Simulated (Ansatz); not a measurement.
# C₃H₁₁GaO₂Si: one species, many methods

How much do the methods differ for C₃H₁₁GaO₂Si? The plan is to run it at one geometry with functionals of several rungs and with coupled cluster. The yardstick is the atomisation energy at the CCSD(T) limit.

Computed with Ansatz 0.2.0, Gaussian basis. Level: functionals in def2-TZVPP, the program's frozen cores in correlated methods.

Plan: LDA (SPW92), PBE-D4, revPBE-D4, BLYP-D4, r2SCAN-D4, B97M-V, PBE0-D4, B3LYP-D4, r2SCANh-D4, r2SCAN0-D4, HSE06-D4, BHLYP-D4, CAM-B3LYP-D4, LC-ωPBE, ωB97X-V, ωB97M-V, B2PLYP, PBE-QIDH; CCSD(T)/def2-SVP; CCSD(T)/def2-TZVPP; MP2/def2-QZVPP; extrapolation to the limit; RPA on PBE.

## (1) Structure used throughout

The geometry comes from an earlier relaxation with PBE0-D4 in a triple-zeta def2 set; it is a stationary point, not always the lowest conformer.

SMILES `CCO[CH]([GaH2])O[SiH3]`, 18 atoms, charge 0, spin multiplicity 1.

Atoms are counted from 1 here; the program's logs count them from 0.

Bond lengths: C1–C2 1.512 Å, C1–H8 1.092 Å, C1–H9 1.093 Å, C1–H10 1.093 Å, C2–O3 1.425 Å, C2–H11 1.092 Å, C2–H12 1.095 Å, O3–C4 1.390 Å, C4–Ga5 2.030 Å, C4–O6 1.442 Å, C4–H13 1.098 Å, Ga5–H14 1.573 Å, Ga5–H15 1.567 Å, O6–Si7 1.635 Å, Si7–H16 1.482 Å, Si7–H17 1.525 Å, Si7–H18 1.479 Å. Angles: C2–C1–H8 110.5°, C2–C1–H9 111.6°, C2–C1–H10 110.2°, H8–C1–H9 108.4°, H8–C1–H10 108.4°, H9–C1–H10 107.6°, C1–C2–O3 111.9°, C1–C2–H11 110.4°, C1–C2–H12 111.3°, O3–C2–H11 105.7°, O3–C2–H12 109.6°, H11–C2–H12 107.6°, C2–O3–C4 114.8°, O3–C4–Ga5 108.9°, O3–C4–O6 110.8°, O3–C4–H13 111.0°, Ga5–C4–O6 108.7°, Ga5–C4–H13 113.2° and more.

## (2) LDA

This LDA is Slater exchange with PW92 correlation.

in.yaml reads:

```yaml
crystal:
  periodic: [false, false, false]
  atoms:
    - {symbol: C, position_ang: [-2.698877, 0.093511, -0.759528]}
    - {symbol: C, position_ang: [-1.579944, 0.883843, -0.119390]}
    - {symbol: O, position_ang: [-0.300357, 0.480741, -0.600781]}
    - {symbol: C, position_ang: [0.246761, -0.619127, 0.048747]}
    - {symbol: Ga, position_ang: [1.868436, -1.258436, -0.991634]}
    - {symbol: O, position_ang: [0.662576, -0.269888, 1.385051]}
    - {symbol: Si, position_ang: [2.074073, 0.550245, 1.476046]}
    - {symbol: H, position_ang: [-2.672093, 0.202554, -1.845492]}
    - {symbol: H, position_ang: [-2.629211, -0.969888, -0.518653]}
    - {symbol: H, position_ang: [-3.667254, 0.450509, -0.400035]}
    - {symbol: H, position_ang: [-1.669201, 1.943198, -0.370449]}
    - {symbol: H, position_ang: [-1.605380, 0.798044, 0.972103]}
    - {symbol: H, position_ang: [-0.507503, -1.402397, 0.197447]}
    - {symbol: H, position_ang: [2.548366, -2.582125, -0.482712]}
    - {symbol: H, position_ang: [2.277130, -0.580127, -2.343748]}
    - {symbol: H, position_ang: [1.971236, 2.015311, 1.278372]}
    - {symbol: H, position_ang: [2.923547, 0.024286, 0.323853]}
    - {symbol: H, position_ang: [2.757686, 0.239747, 2.750813]}
basis:
  gaussian: {orbitals: def2-TZVPP}
hamiltonian: {xc: lda}
output: {orbitals: {seedname: orbitals}}
```

Launch:

```console
$ ansatz run in.yaml --threads 2 --pin off --events-out ev --progress --plain --max-ram 22528MiB --backend cuda --devices 0, --max-vram 18GiB
```

Further steps of the session: PBE-D4 (GGA); revPBE-D4 (GGA); BLYP-D4 (GGA); r2SCAN-D4 (meta-GGA); B97M-V (meta-GGA); PBE0-D4 (hybrid); B3LYP-D4 (hybrid); r2SCANh-D4 (hybrid); r2SCAN0-D4 (hybrid); HSE06-D4 (hybrid); BHLYP-D4 (hybrid); CAM-B3LYP-D4 (range-separated); LC-ωPBE (range-separated); ωB97X-V (range-separated); ωB97M-V (range-separated); B2PLYP (double hybrid); PBE-QIDH (double hybrid); CCSD(T) in def2-SVP; CCSD(T) in def2-TZVPP; MP2 in def2-QZVPP; RPA on PBE orbitals.

**Question.** What will the summary of the whole plan be? Wanted: atomisation energy, CCSD(T)/CBS; farthest beyond LDA; mean size of error, GGA; mean size of error, meta-GGA; mean size of error, hybrid; mean size of error, range-separated; mean size of error, double hybrid; gap, smallest and largest; T1 diagnostic.

**Answer**, as computed:

```
                               quantity                                                                                                                   value
        atomisation energy, CCSD(T)/CBS                                                                                                               65.648 eV
    functionals within 0.656 eV (1.0 %)  BLYP-D4, r2SCAN-D4, B97M-V, PBE0-D4, B3LYP-D4, r2SCANh-D4, HSE06-D4, CAM-B3LYP-D4, LC-ωPBE, ωB97X-V, ωB97M-V, PBE-QIDH
                    farthest beyond LDA                                                                                                    BHLYP-D4 (-2.026 eV)
                mean size of error, GGA                                                                                                                0.704 eV
           mean size of error, meta-GGA                                                                                                                0.018 eV
             mean size of error, hybrid                                                                                                                0.714 eV
    mean size of error, range-separated                                                                                                                0.181 eV
      mean size of error, double hybrid                                                                                                                0.827 eV
              gap, smallest and largest                                                                               3.67 eV (LDA (SPW92)), 10.68 eV (LC-ωPBE)
                          T1 diagnostic                                                                                                                  0.0129
triples share of the correlation energy                                                                                                                   3.8 %
```

In words: LDA overbinds by 9.425 eV (14 %). PBE-D4 is off by +0.683 eV. Double hybrids carry the basis error of their MP2 part in triple zeta, and no dispersion term here, so their miss is partly the set-up's. The rungs meta-GGA, range-separated miss on average by less than the doubt on the reference (0.656 eV), so they tie. The reference freezes the cores and leaves out relativity and excitations past (T), and its outer-core shells are covered unevenly, so misses under about 0.656 eV can't be ranked. Hartree-Fock recovers 72 % of the binding; the rest is correlation. CCSD(T) in def2-SVP is off by -3.525 eV, so the small basis spoils what the method gains. The gap grows from 3.7 to 10.7 eV across the functionals, mostly with the share of exact exchange. Correlated methods include outer-core shells of Ga, which these sets cover unevenly.
